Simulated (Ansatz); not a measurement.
# BRuSe: the cost of one run

Computed with Ansatz 0.2.0 (reference: DFT LDA, plane waves, PAW, scalar-relativistic, no spin polarisation, unless a step's input says otherwise).

1 further run of the same task is left out (for a known fault of the program).

## Step 1: The starting structure

It takes space group P4/nmm (No. 129, tetragonal). Conventional cell: a = 3.862 Å, b = 3.862 Å, c = 6.338 Å, α = 90.00°, β = 90.00°, γ = 90.00°. Around Ru (site symmetry -4m2) lie 4 B at 2.22 Å and 4 Ru at 2.73 Å and 4 Se at 2.82 Å. Se (site symmetry 4mm) has 4 Ru at 2.82 Å and 4 B at 2.89 Å as nearest neighbours. B (site symmetry 4mm) has 4 Ru at 2.22 Å as nearest neighbours.

Structure file:

```xyz
6
Lattice="3.8618 0.0000 0.0000 0.0000 3.8618 0.0000 0.0000 0.0000 6.3380" Properties=species:S:1:pos:R:3 pbc="T T T"
Ru    2.8963    0.9654    0.0000
Ru    0.9654    2.8963    0.0000
Se    0.9654    0.9654    4.2845
Se    2.8963    2.8963    2.0535
B     0.9654    0.9654    1.0965
B     2.8963    2.8963    5.2416
```

## Step 2: Baseline

Input file input.yaml:

```yaml
crystal:
  lattice:
    - [3.861776, 0.0, 0.0]
    - [0.0, 3.861776, 0.0]
    - [0.0, 0.0, 6.33803]
  atoms:
    - { symbol: Ru, position: [0.75, 0.25, 0.0] }
    - { symbol: Ru, position: [0.25, 0.75, 0.0] }
    - { symbol: Se, position: [0.25, 0.25, 0.676] }
    - { symbol: Se, position: [0.75, 0.75, 0.324] }
    - { symbol: B, position: [0.25, 0.25, 0.173] }
    - { symbol: B, position: [0.75, 0.75, 0.827] }
  symmetry: { tolerance: 0.0003 }
kpoints:
  mp_grid: { grid: [5, 5, 3], shift: [0, 0, 0] }
magnetization:
  spin_polarized: false
scf:
  occupations: { method: fermi_dirac }
hamiltonian:
  pseudopotentials: { kind: paw }
  xc: lda
basis:
  ecutwfc: 420
output:
  forces: true
  stress: true
  eigenvalues: true
```

Command:

```
ansatz run input.yaml --threads 1 --pin off --max-ram 2560MiB --backend cpu --events-out ev --progress --plain --runs-dir out
```

Q: Estimate wall time and peak memory on 1 thread of Arm Neoverse V2, shared host.

About 2.7 s, with a peak of 0.35 GiB.
